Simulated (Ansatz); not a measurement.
What does this script print? It uses Ansatz 0.2.0 through its Python package.

`torsion_cl2h3nsn.py`:
```python
import ansatz as az
from ase import Atoms

BASIS = "def2-SVP"
FUNCTIONAL = "cam_b3lyp"
FMAX = 0.02


def main() -> None:
    atoms = Atoms(["N", "Sn", "Cl", "Cl", "H", "H", "H"], positions=[
        (-0.7322, 1.1034, 0.1851),
        (0.2743, -0.6097, -0.0351),
        (0.7237, -1.4877, 2.0821),
        (-0.9319, -2.1451, -1.2613),
        (-0.1519, 1.8113, 0.6544),
        (-0.9221, 1.5439, -0.7906),
        (1.8012, -0.284, -0.8804),
    ])

    first = (
        az.Crystal.molecule_from_ase(atoms).calculation()
        .basis(gaussian=BASIS)
        .functional(FUNCTIONAL)
        .relax(force_tolerance=FMAX, max_steps=80)
    )
    atoms.positions = first.run().report["positions_ang"]

    start = atoms.get_dihedral(2, 1, 0, 4)
    energies = {}
    for turn in range(0, 360, 30):
        turned = atoms.copy()
        turned.set_dihedral(2, 1, 0, 4, start + turn, indices=[0, 4, 5])
        job = (
            az.Crystal.molecule_from_ase(turned).calculation()
            .basis(gaussian=BASIS)
            .functional(FUNCTIONAL)
        )
        energies[round((start + turn) % 360)] = job.run().report["free_energy_ev"]
    floor = min(energies.values())
    print("dihedral Cl2-Sn1-N0-H4 (deg)   E - E(min) (eV)")
    for angle, e in sorted(energies.items()):
        print(f"{angle:8d} {(e - floor):14.3f}  " + "#" * int(30 * (e - floor) / max(max(energies.values()) - floor, 1e-9)))


if __name__ == "__main__":
    main()
```

```console
$ python torsion_cl2h3nsn.py
dihedral Cl2-Sn1-N0-H4 (deg)   E - E(min) (eV)
      27          0.054  #############################
      57          0.055  ##############################
      87          0.053  ############################
     117          0.050  ###########################
     147          0.047  #########################
     177          0.034  ##################
     207          0.011  ######
     237          0.000
     267          0.012  ######
     297          0.034  ##################
     327          0.048  #########################
     357          0.051  ###########################
```

The scan is rigid and the energies are electronic, in a modest basis. With rigid groups the curve can differ much from the relaxed path, the start wasn't checked as a minimum of this torsion, and equivalent turns needn't return to the same energy. def2 sets replace the cores of elements past krypton by effective core potentials. Timing: 59 s on 1 thread of INTEL(R) XEON(R) PLATINUM 8581C CPU @ 2.10GHz (Emerald Rapids), on a shared host, peak memory 0.32 GiB.
